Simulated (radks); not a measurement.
# I³⁺ in [Kr] 4d10 5s2 5p2: an all-electron calculation

An exercise on one series of results from a longer session: the logs are not shown, and one member is left open.

The numbers are computed with radks (a radial shooting solver on a logarithmic mesh, Libxc functionals) version 1 (Dirac Kohn-Sham, PBE, spin-unpolarised, spherical densities, finite nucleus; open shells fill j = l - 1/2 first), except any that are marked as measured or tabulated.

## The system

* element: iodine (Z = 53)
* charge: +3
* electrons: 50
* configuration: [Kr] 4d10 5s2 5p2
* nuclear rms radius: 4.75 fm

The first run:

The run's settings:

```text
Z 53
configuration [Kr] 4d10 5s2 5p2
relativity Dirac
functional pbe,pbe
spin unpolarised
j_filling energy
nucleus finite rms 4.75 fm
c 137.035999084
```

One of the session's tables, all rows but one given; the rest of the session is left out.

It belongs to the step «Shells». Sizes of the orbitals, from the radial functions (bohr):

```
level      <r>  outermost maximum (interpolated)  90 % within  nodes
1s1/2  0.02722                            0.0175       0.0490      0
2s1/2   0.1168                            0.0993        0.181      1
2p1/2  0.09846                            0.0761        0.162      0
2p3/2   0.1041                            0.0809        0.169      0
3s1/2   0.3138                             0.286        0.461      2
3p1/2   0.3040                             0.272        0.457      1
3p3/2   0.3155                             0.283        0.473      1
3d3/2   0.2865                             0.230        0.450      0
3d5/2   0.2901                             0.233        0.455      0
4s1/2   0.7396                             0.681         1.07      3
4p1/2   0.7721                             0.699         1.13      2
4p3/2        ?                                 ?            ?      ?
4d3/2   0.9097                             0.773         1.38      1
4d5/2   0.9208                             0.781         1.40      1
5s1/2    1.832                              1.65         2.63      4
5p1/2    2.070                              1.84         3.00      3
5p3/2    2.140                              1.91         3.09      3
```

Estimate the missing values for 4p3/2.

**Answer.** <r>: 0.8002; outermost maximum (interpolated): 0.723; 90 % within: 1.17; nodes: 2. In the column «<r>» it lies between 4p1/2 (0.7721) and 4d3/2 (0.9097).

Caveats from the session: Spin polarisation and multiplet splitting are left out.
